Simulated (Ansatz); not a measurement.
# NdNb: the cost of one run

Method: DFT PBE, scalar-relativistic, plane waves, PAW; 4f electrons in the core of a trivalent norm-conserving potential, in Ansatz 0.2.0.

1 further run of the same task is left out (it didn't finish).

## (1) The structure to begin with

The structure is hexagonal, space group P-6m2 (No. 187). The conventional cell has a = 3.323 Å, b = 3.323 Å, c = 5.385 Å, α = 90.00°, β = 90.00°, γ = 120.00°. Nd (site symmetry -6m2) has 6 Nb at 3.31 Å and 6 Nd at 3.32 Å in its first shell of neighbours. Nb (site symmetry -6m2) has 6 Nd at 3.31 Å and 6 Nb at 3.32 Å in its first shell of neighbours.

Structure file:

```xyz
2
Lattice="3.3233 0.0000 0.0000 -1.6617 2.8781 0.0000 0.0000 0.0000 5.3854" Properties=species:S:1:pos:R:3 pbc="T T T"
Nd    0.0000    1.9187    0.0000
Nb    0.0000    0.0000    2.6927
```

The cell is invented: species swapped into a database cell of MgAl (P-6m2, No. 187), with Nb on the Mg sites and Nd on the Al sites. The dimensions are guesses.

## (2) The guess as it stands, on a coarse mesh

input.yaml reads:

```yaml
crystal:
  lattice:
    - [3.32333929, 0.0, 0.0]
    - [-1.66166964, 2.87809625, 0.0]
    - [0.0, 0.0, 5.38543954]
  atoms:
    - { symbol: Nd, position: [0.33333333, 0.66666667, 0.0] }
    - { symbol: Nb, position: [0.0, 0.0, 0.5] }
basis:
  ecutwfc: 660
kpoints:
  mp_grid: { grid: [6, 6, 4] }
hamiltonian:
  xc: pbe
  pseudopotentials:
    kind: paw
    azcp: { Nd: "pseudopotentials/pbe/nc/lanthanide_3plus/Nd.nc.azcp" }
scf:
  occupations: { method: gaussian, width: 0.1 }
  lower_state_search: "off"
output:
  forces: true
  stress: true
  eigenvalues: true
```

Command:

```console
$ ansatz run input.yaml --threads 1 --pin off --max-ram 2560MiB --backend cpu --events-out ev --progress --plain --runs-dir out
```

Q: Estimate wall time and peak memory on 1 thread of AMD EPYC (Zen 3), shared host.

About 8.1 s, with a peak of 0.35 GiB.
